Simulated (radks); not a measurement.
# Valence configurations of Te⁺

An exercise on one series of results from a longer session: the logs are not shown, and one member is left open.

Method: scalar-relativistic Kohn-Sham, PBE, spin-unpolarised, spherical densities, finite nucleus. Code: radks (a radial shooting solver on a logarithmic mesh, Libxc functionals) version 1.

**The system**

* element: tellurium (Z = 52)
* charge: +1
* electrons: 51
* configuration: [Kr] 4d10 5s2 5p3
* nuclear rms radius: 4.7423 fm
* others tried: 4d10 5s1.5 5p3.5; 4d10 5p5; 4d9 5s2 5p4; 4d10 5s1 5p4; 4d8 5s2 5p5; 4d9 5s1 5p5; 4d8 5s1 5p6

The outer shells:

Te⁺
```
[Kr] core
4d [↑↓][↑↓][↑↓][↑↓][↑↓]
5s [↑↓]
5p [↑ ][↑ ][↑ ]
```

The first run:

Settings of this run:

```text
Z 52
configuration [Kr] 4d10 5s2 5p3
relativity scalar-relativistic
functional pbe,pbe
spin unpolarised
nucleus finite rms 4.7423 fm
c 137.035999084
```

Steps of the session up to this table: [Kr] 4d10 5s2 5p3.

One table of the session follows, with a row left open; its other results are not shown here.

It belongs to the step «[Kr] 4d10 5s2 5p3». From the orbitals of this run (lengths in bohr):

| level | <r> | outermost maximum (interpolated) | 90 % within | nodes |
| --- | --- | --- | --- | --- |
| 3s | 0.3221 | 0.293 | 0.473 | 2 |
| 3p | 0.3202 | 0.286 | 0.481 | 1 |
| 3d | 0.2968 | 0.238 | 0.467 | 0 |
| 4s | 0.7646 | 0.701 | 1.10 | 3 |
| 4p | 0.8210 | 0.738 | 1.20 | 2 |
| 4d | ? | ? | ? | ? |
| 5s | 2.032 | 1.78 | 2.96 | 4 |
| 5p | 2.482 | 2.11 | 3.68 | 3 |

**Question.** Estimate the row for 4d.

**Answer.** <r>: 0.9704; outermost maximum (interpolated): 0.811; 90 % within: 1.49; nodes: 1. In the column «<r>» it lies between 4p (0.8210) and 5s (2.032).
